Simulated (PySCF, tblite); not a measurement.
# C₆H₁₃NSi₂: geometry, infrared bands and NMR shifts

Wanted: the infrared bands and NMR shifts of C₆H₁₃NSi₂ (`C=C/C=C/C(=C)N([SiH3])[SiH3]`), by calculation.

Computed with tblite 0.8.0 and PySCF 2.14.0, with density-fitted response routines of our own, on a single molecule in the gas phase. Atoms count from 0, in the outputs and in this text.

## (1) The molecule as given

22 atoms, charge 0, multiplicity 1; geometry from: force field or distance geometry start.

Bonds of the start (Å): C0–C1 1.35, C1–C2 1.45, C2–C3 1.33, C3–C4 1.46, C4–C5 1.34, C4–N6 1.42, N6–Si7 1.80, N6–Si8 1.82, C0–H9 1.09, C0–H10 1.07, C1–H11 1.07, C2–H12 1.10, C3–H13 1.10, C5–H14 1.08, C5–H15 1.09, Si7–H16 1.50, Si7–H17 1.46, Si7–H18 1.45, Si8–H19 1.48, Si8–H20 1.45, Si8–H21 1.45.

## (2) Optimising the geometry with GFN2-xTB

What the job is given:

```
{"job": {"kind": "relax", "xc": "GFN2-xTB", "basis": "xTB"}, "charge": 0, "multiplicity": 1}
C      3.380400     0.547200     1.741900
C      2.922200     0.532700     0.469400
C      1.500500     0.261400     0.330700
C      1.028100     0.245900    -0.915100
C     -0.371500    -0.010600    -1.235200
C     -0.734800    -0.014700    -2.520700
N     -1.375000    -0.243400    -0.264500
Si    -2.034700     1.071000     0.776900
Si    -2.044600    -1.909900     0.006800
H      2.635400     0.372900     2.521100
H      4.417200     0.736600     1.930900
H      3.580600     0.690300    -0.363300
H      0.829200     0.101100     1.183100
H      1.714000     0.407500    -1.754600
H     -0.010000     0.169600    -3.304500
H     -1.790100    -0.200600    -2.742300
H     -3.391400     1.418000     0.253000
H     -2.268500     0.601800     2.144600
H     -1.171000     2.227500     0.690200
H     -3.155600    -2.002800    -0.967100
H     -1.087300    -2.935300    -0.348500
H     -2.583400    -2.047100     1.351100
```

Command:

```
OMP_NUM_THREADS=1 python probes_run.py task.json out
```

This one command runs all jobs of the session in turn.

**Question.** This job is followed by: GFN2-xTB harmonic vibrations, gas phase; GIAO PBE0/pcSseg-1 NMR shielding, non-relativistic, gas phase. Predict these results of the whole session: strongest single infrared mode (GFN2-xTB); zero-point energy (GFN2-xTB); 13C shifts against TMS (PBE0/pcSseg-1); 1H shifts against TMS (PBE0/pcSseg-1, means over atoms taken as alike); 15N shifts against NH3 (PBE0/pcSseg-1); 29Si shifts against TMS (PBE0/pcSseg-1, means over atoms taken as alike).

**Answer**, as computed:

```
                                                                quantity                                               value
                               strongest single infrared mode (GFN2-xTB)                               2213 cm⁻¹, 652 km/mol
                                            zero-point energy (GFN2-xTB)                                      100.3 kcal/mol
                                  13C shifts against TMS (PBE0/pcSseg-1)        162.7, 144.8, 140.7, 139.4, 126.9, 117.4 ppm
  1H shifts against TMS (PBE0/pcSseg-1, means over atoms taken as alike)  6.76, 6.58, 6.22, 5.67, 5.58, 5.20, 5.15, 4.73 ppm
                                  15N shifts against NH3 (PBE0/pcSseg-1)                                            34.5 ppm
29Si shifts against TMS (PBE0/pcSseg-1, means over atoms taken as alike)                                           -48.4 ppm
```

**Reading.** Relaxing lowered the energy by 0.584 eV in 112 steps; the close pair that moved most is N6–Si8, from 1.816 to 1.738 Å. All 60 modes are real, so the xTB geometry is a minimum. The strongest single mode, at 2213 cm⁻¹, moves mainly H16. Unscaled tight-binding wavenumbers are off by several per cent, some by more. Its intensities can rank the bands wrongly. At PBE0/pcSseg-1: Shielding is most anisotropic at C1 (span 225 ppm, paramagnetic term -211 ppm).
